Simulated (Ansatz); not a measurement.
# Ta4GeIr: the cost of one run

Program: Ansatz 0.2.0. Level of theory: DFT PBE, scalar-relativistic, plane waves, PAW. These are calculated values, not measurements.

## 1. The structure to begin with

It takes space group P6/mmm (No. 191, hexagonal). The conventional cell has a = 3.648 Å, b = 3.648 Å, c = 7.417 Å, α = 90.00°, β = 90.00°, γ = 120.00°. Ta (site symmetry 3m) has 3 Ta at 2.11 Å in its first shell of neighbours. Ge (site symmetry 6/mmm) has 12 Ta at 2.85 Å in its first shell of neighbours. Ir (site symmetry 6/mmm) is surrounded by 12 Ta at 2.76 Å.

Structure file:

```xyz
6
Lattice="3.6484 0.0000 0.0000 -1.8242 3.1596 0.0000 0.0000 0.0000 7.4165" Properties=species:S:1:pos:R:3 pbc="T T T"
Ta    0.0000    2.1064    5.6335
Ta    0.0000    2.1064    1.7830
Ta    1.8242    1.0532    5.6335
Ta    1.8242    1.0532    1.7830
Ge    0.0000    0.0000    3.7083
Ir    0.0000    0.0000    0.0000
```

The cell is invented: species swapped into a database cell of TiCrB4 (P6/mmm, No. 191), with Ge on the Ti sites, Ir on the Cr sites and Ta on the B sites. The dimensions are guesses.

## 2. A first look at the guess

Input file input.yaml:

```yaml
crystal:
  lattice:
    - [3.64841215, 0.0, 0.0]
    - [-1.82420608, 3.15961761, 0.0]
    - [0.0, 0.0, 7.41654354]
  atoms:
    - { symbol: Ta, position: [0.33333333, 0.66666667, 0.75959003] }
    - { symbol: Ta, position: [0.33333333, 0.66666667, 0.24040997] }
    - { symbol: Ta, position: [0.66666667, 0.33333333, 0.75959003] }
    - { symbol: Ta, position: [0.66666667, 0.33333333, 0.24040997] }
    - { symbol: Ge, position: [0.0, 0.0, 0.5] }
    - { symbol: Ir, position: [0.0, 0.0, 0.0] }
basis:
  ecutwfc: 420
kpoints:
  mp_grid: { grid: [6, 6, 4] }
hamiltonian:
  xc: pbe
scf:
  occupations: { method: gaussian, width: 0.1 }
  lower_state_search: "off"
output:
  forces: true
  stress: true
  eigenvalues: true
```

Run with:

```sh
ansatz run input.yaml --threads 1 --pin off --max-ram 2560MiB --backend cpu --events-out ev --progress --plain --runs-dir out
```

Q: Estimate wall time and peak memory on 1 thread of Intel Xeon at 2.50GHz (Skylake/Cascade Lake), shared host.

About 11 s, with a peak of 0.42 GiB.
